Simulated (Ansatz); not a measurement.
# VH, space group Fm-3m: the spin response to a magnetic field

Program: Ansatz's Python interface.

`vh.py`:
```python
"""Spin moment of VH in a magnetic field."""

import warnings

import ansatz as az
import numpy as np

OCCUPATIONS = "fermi_dirac"
SMEARING_WIDTH = 0.05


def main() -> None:
    warnings.simplefilter("ignore", az.DeckWarning)

    lattice = az.Lattice.of(
        [0.0, 1.96375, 1.96375],
        [1.96375, 0.0, 1.96375],
        [1.96375, 1.96375, 0.0],
    )
    sites = [
        ("V", [0.0, 0.0, 0.0]),
        ("H", [0.5, 0.5, 0.5]),
    ]
    structure = az.Crystal(lattice=lattice)
    for symbol, position in sites:
        structure = structure.atom(symbol, position)
    structure = structure.moments(V=1.5)

    setup = (
        structure.calculation()
        .kpoints(9, center="gamma")
        .occupations(OCCUPATIONS, width=SMEARING_WIDTH)
        .basis(18 * az.Ha)
        .functional(az.Functional.PBESOL)
        .spin("collinear")
    )
    # the field acts on the spins alone; such large fields lift the response over the noise
    rows = []
    for tesla in [0, 100, 200, 400]:
        r = (setup.magnetic_field(tesla) if tesla else setup).run(threads=1, backend="cpu").report
        rows.append((tesla, r["magnetization_mub"], r["free_energy_ev"], r["components"].get("e_zeeman", 0.0)))
    print("         B (T)      moment muB            F eV  Zeeman term eV")
    for row in rows:
        print(f"{str(row[0]):>14s}  {row[1]:14.4f}  {row[2]:14.5f}  {row[3]:14.5f}")
    slope = np.polyfit([row[0] for row in rows], [row[1] for row in rows], 1)[0]
    print(f"dM/dB = {1000 * slope:.4f} muB per 1000 T per cell")


if __name__ == "__main__":
    main()
```

```console
$ python vh.py
RunWarning: the starting moments were not kept: the SCF closed with an absolute magnetisation of 6.2e-7 μB, where they sum to 1.5 μB in size (1 site). That is at most 0.1 of that sum. Measured as dr2_m measures the in/out step, that magnetisation stands [...]
         B (T)      moment muB            F eV  Zeeman term eV
             0         -0.0000     -2901.39278         0.00000
           100          0.0230     -2901.39285        -0.00013
           200          0.0457     -2901.39305        -0.00053
           400          0.0890     -2901.39383        -0.00206
dM/dB = 0.2222 muB per 1000 T per cell
```
(Warnings from the package without file and line, shortened, repeats left out.)

What to keep in mind:
- Total energies depend on the potentials; only differences at equal settings carry meaning. A total without «per atom» is that of the cell as typed.
- The SCF didn't keep the moments it started from (some shrank, vanished or turned); what is printed is the state reached.
- For a metal this k-point mesh is coarse: on a finer one energies can move by several to tens of meV an atom and pressures by half a GPa or more, differences at one mesh by less.
- The structure comes from a database of computed cells and needn't be a stable or known phase.
- Orbital magnetism is left out. The response of a metal hangs strongly on mesh and smearing, and a straight-line fit holds only where the moment is linear in the field.
- The script silences the warnings on its input, which a real study should read.
- Finished in 6.2 s on 1 thread of Arm Neoverse V2, on a shared host, peak memory 0.35 GiB.

(Lines on the test bed's own set-up are left out of the output.)
